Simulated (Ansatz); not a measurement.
# C2H6Al2O: the cost of one run

The runs use Ansatz 0.2.0, Gaussian basis; the settings change from run to run.

### Step 1. The molecule

An earlier PBE0-D4 in a triple-zeta def2 set relaxation fixed the geometry.

11 atoms, charge 0, spin multiplicity 1.

Atoms are counted from 1 here; the program's logs count them from 0.

Bond lengths: C1–Al2 1.951 Å, C1–H6 1.093 Å, C1–H7 1.093 Å, C1–H8 1.092 Å, Al2–C3 1.934 Å, Al2–H9 1.581 Å, C3–O4 1.207 Å, C3–Al5 2.134 Å, O4–Al5 2.014 Å, Al5–H10 1.576 Å, Al5–H11 1.577 Å. Angles: Al2–C1–H6 110.9°, Al2–C1–H7 110.5°, Al2–C1–H8 111.7°, H6–C1–H7 107.6°, H6–C1–H8 108.2°, H7–C1–H8 107.8°, C1–Al2–C3 114.5°, C1–Al2–H9 131.4°, C3–Al2–H9 108.7°, Al2–C3–O4 156.2°, Al2–C3–Al5 88.6°, O4–C3–Al5 67.7°, C3–O4–Al5 78.7°, C3–Al5–O4 33.7°, C3–Al5–H10 114.4°, C3–Al5–H11 113.3°, O4–Al5–H10 105.6°, O4–Al5–H11 105.3° and more.

### Step 2. PBE0/aug-cc-pVTZ

Options: D3(BJ) with three-body dispersion, high accuracy.

in.yaml

```yaml
crystal:
  periodic: [false, false, false]
  atoms:
    - {symbol: C, position_ang: [-2.021743, -0.290948, 0.074072]}
    - {symbol: Al, position_ang: [-0.211069, -0.829431, 0.562954]}
    - {symbol: C, position_ang: [0.955768, 0.633105, 1.054352]}
    - {symbol: O, position_ang: [1.835273, 1.445022, 0.897938]}
    - {symbol: Al, position_ang: [1.852443, 0.495940, -0.877777]}
    - {symbol: H, position_ang: [-2.707159, -0.421161, 0.915747]}
    - {symbol: H, position_ang: [-2.393406, -0.902753, -0.752353]}
    - {symbol: H, position_ang: [-2.062101, 0.753975, -0.240549]}
    - {symbol: H, position_ang: [0.343977, -2.160796, 1.209590]}
    - {symbol: H, position_ang: [3.203408, -0.314583, -0.911321]}
    - {symbol: H, position_ang: [1.270008, 1.534828, -1.912054]}
basis:
  gaussian: {orbitals: aug-cc-pVTZ}
hamiltonian: {xc: {name: PBE0}, dispersion: d3bjatm}
accuracy: high
output: {forces: true}
```

Started as:

```console
ansatz run in.yaml --threads 4 --pin off --events-out ev --progress --plain --max-ram 10444MiB
```

**Question.** How long does this run take on 4 threads of Arm Neoverse V2, shared host, and how much memory does it need?

About 56 s, with a peak of 5 GiB.
